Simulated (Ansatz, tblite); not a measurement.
# The cluster Be₈+: rung by rung

An exercise on one series of results from a longer session: the logs are not shown, and one member is left open.

The runs use Ansatz 0.2.0, Gaussian basis; as each input shows.

Levels to be run: GFN1-xTB, GFN2-xTB, PBE/def2-TZVP, r2SCAN/def2-TZVP, B2PLYP/def2-TZVP, B97M-V/def2-TZVP, LDA/def2-TZVP, BHLYP/def2-TZVP, BLYP/def2-TZVP, PBE+5HF/def2-TZVP, PBE+10HF/def2-TZVP, PBE+15HF/def2-TZVP, PBE+35HF/def2-TZVP, PBE+50HF/def2-TZVP, PBE/def2-SVP, PBE0/def2-SVP, HF/STO-3G, CCSD(T)/def2-TZVPP, MP2/def2-TZVP, RPA/def2-TZVP.

2 further runs of the same task are left out: 2 set aside as unsound or not needed.

## The relaxed structure

The geometry is that of the doublet, from an earlier relaxation (r2SCAN/def2-SVP). At that level it is the lowest of the isomers that a small search found.

8 atoms, charge 1, spin multiplicity 2.

Bond lengths: Be1–Be4 2.068 Å, Be1–Be7 2.129 Å, Be1–Be8 2.127 Å, Be2–Be3 2.112 Å, Be2–Be5 2.037 Å, Be2–Be7 2.068 Å, Be3–Be5 2.068 Å, Be3–Be6 2.147 Å, Be4–Be6 2.112 Å, Be4–Be8 2.037 Å, Be5–Be7 2.127 Å, Be6–Be8 2.068 Å. Angles: Be4–Be1–Be7 67.1°, Be4–Be1–Be8 58.1°, Be7–Be1–Be8 102.4°, Be3–Be2–Be5 59.7°, Be3–Be2–Be7 82.6°, Be5–Be2–Be7 62.4°, Be2–Be3–Be5 58.3°, Be2–Be3–Be6 102.3°, Be5–Be3–Be6 66.9°, Be1–Be4–Be6 82.7°, Be1–Be4–Be8 62.4°, Be6–Be4–Be8 59.8°, Be2–Be5–Be3 61.9°, Be2–Be5–Be7 59.5°, Be3–Be5–Be7 82.3°, Be3–Be6–Be4 102.3°, Be3–Be6–Be8 66.9°, Be4–Be6–Be8 58.3° and more.

Coordinates:

```xyz
8
charge 1, multiplicity 2
Be   -1.37568   -0.45935    0.31412
Be    0.43656   -1.88480    0.58432
Be    0.65063    0.07913    1.33221
Be   -1.32362    0.97038   -1.17931
Be    1.90460   -0.66848   -0.13194
Be    0.64355    1.25480   -0.46425
Be    0.07145   -0.88488   -1.18886
Be   -1.00748    1.59321    0.73371
```

The ion is computed in the gas phase, without counter-ions or solvent.

PBE0/def2-TZVP was run before; its log isn't repeated, and its numbers join the tables.

The first run:

Tight binding, by tblite at 300 K electronic temperature and without a spin-polarisation term:

```python
tblite.interface.Calculator('GFN1-xTB', numbers, positions, charge=1, uhf=1).singlepoint()
```

Tight binding, by tblite at 300 K electronic temperature and without a spin-polarisation term:

```python
tblite.interface.Calculator('GFN2-xTB', numbers, positions, charge=1, uhf=1).singlepoint()
```

start.molden holds the orbitals of an earlier run on this state, given as this run's starting guess.

The input, in.yaml:

```yaml
crystal:
  periodic: [false, false, false]
  atoms:
    - {symbol: Be, position_ang: [-1.375682, -0.459354, 0.314125]}
    - {symbol: Be, position_ang: [0.436559, -1.884797, 0.584319]}
    - {symbol: Be, position_ang: [0.650632, 0.079134, 1.332213]}
    - {symbol: Be, position_ang: [-1.323624, 0.970376, -1.179306]}
    - {symbol: Be, position_ang: [1.904602, -0.668479, -0.131943]}
    - {symbol: Be, position_ang: [0.643545, 1.254795, -0.464245]}
    - {symbol: Be, position_ang: [0.071450, -0.884883, -1.188859]}
    - {symbol: Be, position_ang: [-1.007481, 1.593208, 0.733705]}
basis:
  gaussian: {orbitals: def2-TZVP, initial_orbitals: start.molden}
total_charge: 1
magnetization: {spin_polarized: true, initial_magnetization: 1}
hamiltonian: {xc: pbe}
scf: {omitted_lower_state_checks: [starts]}
output: {orbitals: {seedname: orbitals}}
```

On the command line:

```bash
> ansatz run in.yaml --threads 4 --pin off --events-out ev --progress --plain --max-ram 3916MiB
```

Among the steps run: PBE/def2-TZVP; r2SCAN/def2-TZVP; B2PLYP/def2-TZVP; B97M-V/def2-TZVP; LDA/def2-TZVP; BHLYP/def2-TZVP; BLYP/def2-TZVP; PBE+5HF/def2-TZVP; PBE+10HF/def2-TZVP; PBE+15HF/def2-TZVP; PBE+35HF/def2-TZVP; PBE+50HF/def2-TZVP; PBE/def2-SVP; PBE0/def2-SVP; HF/STO-3G; CCSD(T)/def2-TZVPP; MP2/def2-TZVP; RPA/def2-TZVP.

One of the session's tables, all rows but one given; the rest of the session is left out.

```
             level  HOMO (eV)  LUMO (eV)  gap (eV)
         HF/STO-3G     -10.03      -2.97      7.06
     LDA/def2-TZVP      -9.11      -8.79      0.33
      PBE/def2-SVP      -9.05      -8.53      0.52
     PBE/def2-TZVP          ?          ?         ?
    BLYP/def2-TZVP      -8.75      -8.30      0.45
  r2SCAN/def2-TZVP      -9.21      -8.16      1.05
  B97M-V/def2-TZVP      -8.95      -8.33      0.62
     PBE0/def2-SVP      -9.63      -7.73      1.90
    PBE0/def2-TZVP      -9.68      -7.68      2.00
   BHLYP/def2-TZVP     -10.03      -6.79      3.24
 PBE+5HF/def2-TZVP      -9.19      -8.31      0.88
PBE+10HF/def2-TZVP      -9.31      -8.15      1.16
PBE+15HF/def2-TZVP      -9.43      -7.99      1.44
PBE+35HF/def2-TZVP      -9.94      -7.37      2.58
PBE+50HF/def2-TZVP     -10.34      -6.90      3.44
```

**Question.** Estimate the row for PBE/def2-TZVP.

As computed: HOMO (eV): -9.07; LUMO (eV): -8.48; gap (eV): 0.59. In the column «HOMO (eV)» it lies between LDA/def2-TZVP (-9.11) and PBE/def2-SVP (-9.05).

Limits of these values: Doubts: large T1 diagnostic, spin contamination. Notes on CCSD(T)/def2-TZVPP: large T1 diagnostic, spin contamination.
